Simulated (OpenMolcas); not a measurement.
# Mo⁵⁺ among point charges: CASSCF and CASPT2 levels and susceptibility

How does a field of 6 point charges split the states of Mo⁵⁺, and what χT follows?

Method: state-averaged CASSCF and CASPT2, spin-orbit coupling by RASSI with atomic mean-field integrals. Code: OpenMolcas 26.06.

### Step 1. The system

- Species: Mo⁵⁺ (molybdenum, Z = 42, 37 electrons)
- Basis: ANO-RCC-VDZP [6s5p3d1f], 43 functions
- Scalar Hamiltonian: DKH2, point nucleus
- Inactive shells: 1s 2s 2p 3s 3p 3d 4s 4p
- Active space: 1 electron in 5 orbitals (4d)
- Some configurations of this space: 4d
- Orbitals: optimised for each spin and parity, averaged over all roots

The outer shells:

4d
```
4d [↑ ][  ][  ][  ][  ]
```

The ion sits among 6 point charges of -0.85 e arranged as an octahedron (Oh), 1.78 Å from the ion.

Each step is its own input file, run in one work folder so that later steps find the files of earlier ones. Only the result sections of each output are shown. Labels, J, g values, rates, χT and fits are worked out afterwards by a script from the matrices that RASSI stores. The input lists half of the charges; inversion (Group=XYZ) makes the rest.

### Step 2. Basis and integrals

Input file a.inp:

```
&GATEWAY
Coord
1

Mo 0.0 0.0 0.0
Basis=ANO-RCC-VDZP
Group=XYZ
NoMove
AngMom=0.0 0.0 0.0
AMFI
XField
3 Angstrom 0
1.780000 0.000000 0.000000 -0.850000
0.000000 1.780000 0.000000 -0.850000
0.000000 0.000000 1.780000 -0.850000
&SEWARD
```

Command:

```bash
$ OMP_NUM_THREADS=1 MOLCAS_MEM=1689 MOLCAS_PROJECT=a pymolcas a.inp > a.log
```

### Step 3. Reference wave functions, doublets of even parity, 5 roots

Input file a.inp:

```
&RASSCF
FileOrb=start.orb
Symmetry=1
Spin=2
nActEl=1 0 0
Inactive=9 9
Ras2=5 0
CIRoot=5 5 1
SDav=5
CIMx=300
Iter=120 100
PrWF=0.3
OrbListing=Nothing
MaxOrb=0
>>> COPY $Project.JobIph JOB001
```

start.orb holds the contracted functions of the basis, ordered by shell, or the orbitals of the step before.

### Step 4. RASSI: spin-orbit coupling between the states

Input file a.inp:

```
&RASSI
NrOfJobIphs=1 5
1 2 3 4 5
IphNames
JOB001
EJob
SpinOrbit
DIPRint=1.0
SOCoupling=1000.0
Subsets=2
Property=9
'ANGMOM' 1 'ANGMOM' 2 'ANGMOM' 3 'MLTPL  1' 1 'MLTPL  1' 2 'MLTPL  1' 3
'AMFI' 1 'AMFI' 2 'AMFI' 3
SOProperty=3
'ANGMOM' 1 'ANGMOM' 2 'ANGMOM' 3
```

### Step 5. CASPT2: IPEA 0.25, imaginary shift 0.1 (closed shells correlated: 4s 4p)

Input file a.inp:

```
>>> COPY JOB001 $Project.JobIph
&CASPT2
Multistate=5 1 2 3 4 5
NoMult
Frozen=8 6
IPEA=0.25
Imaginary=0.1
MaxIter=60
WThr=0.0 0.3 0.05
PrWF=0.5
NoMix
```

(Steps that only read results are left out.)

What does the calculation give? Wanted: spin-free ground state; first state of the same spin within the active space; lowest level; next level.

As calculated:

| quantity | value |
| --- | --- |
| method | SS-CASPT2, IPEA 0.25, imaginary shift 0.1 (closed shells correlated: 4s 4p) |
| spin-free ground state | 2T2, 3-fold in its orbital part |
| first state of the same spin within the active space | 2E at 6990 cm⁻¹ |
| lowest level | 4-fold Γ8 |
| next level | 1699.3 cm⁻¹ |
| χT at 300 K | 0.13 cm³ K/mol |
| effective moment at 300 K | 1.03 μB |

Cost by method:

| method | time of its own steps | time with the reference |
| --- | --- | --- |
| A. CASSCF | 1.6 s | 1.6 s |
| B. SS-CASPT2, IPEA 0.25, imaginary shift 0.1, +4s 4p | 0.52 s | 2.1 s |

Times are of one thread on a shared host.

The spin-free ground state (2T2) comes to 100 % from free-ion D terms and keeps the highest spin of the shell. χT at 300 K is 0.13, against 0.38 cm³ K/mol for the spin alone, so orbital moment lowers it. A ligand-field fit to the states below 45000 cm-1 gives 10Dq = 6987 cm-1, the gap between the two states. CASPT2 does not keep the components of a term degenerate, and the means are used. Point charges leave out covalency, so the field and the spin state can differ from those of real complexes. This is an electrostatic model: the charges have no orbitals.
